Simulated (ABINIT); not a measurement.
Input of an ABINIT 10.8.3 (patched build) run:

The input run.abi:

```
ndtset 7
scalecart1 3*0.9795861087
scalecart2 3*0.9864848297
scalecart3 3*0.9932883884
scalecart4 3*1.0000000000
scalecart5 3*1.0066227096
scalecart6 3*1.0131594038
scalecart7 3*1.0196128224

pp_dirpath "./"
pseudos "Fe.LDA_PW-JTH.xml, Al.LDA_PW-JTH.xml, B.LDA_PW-JTH.xml"

acell 3*1.0 Angstrom
rprim
     3.8223220000     0.0000000000     0.0000000000
     0.0000000000     3.8223220000     0.0000000000
     0.0000000000     0.0000000000     3.8223220000
ntypat 3
znucl 26 13 5
natom 5
typat 1 1 1 2 3
xred
     0.0000000000     0.0000000000     0.5000000000
     0.0000000000     0.5000000000     0.0000000000
     0.5000000000     0.0000000000     0.0000000000
     0.5000000000     0.5000000000     0.5000000000
     0.0000000000     0.0000000000     0.0000000000

ecut 707.496042 eV
pawecutdg 48.0
pawovlp 30

kptopt 1
ngkpt 5 5 5
nshiftk 1
shiftk 0.0 0.0 0.0

ixc 7

nband 35
occopt 3
tsmear 0.00183747

nsppol 2
spinat
     0.0000000000     0.0000000000     3.0000000000
     0.0000000000     0.0000000000     3.0000000000
     0.0000000000     0.0000000000     3.0000000000
     0.0000000000     0.0000000000     0.0000000000
     0.0000000000     0.0000000000     0.0000000000

nstep 100
tolvrs 1.0e-9

iomode 3
prtwf 0
prtden 0
prteig 0
prtebands 0
enunit 2
prtvol 2
```

Potentials or basis: JTH PAW LDA v2.0.

The run is started by

```sh
$ mpirun --bind-to none -np 4 abinit run.abi > log 2>&1
```

(1) Estimate the equilibrium volume.

(2) Estimate the bulk modulus.

Answers

(1) 10.35 Å³/atom (rough: see the caveat).

(2) 215 GPa (rough).

Caveat: pressures at fixed basis lie under the slope of the energies; the minimum lies outside the volumes run; the atomic spheres overlap.
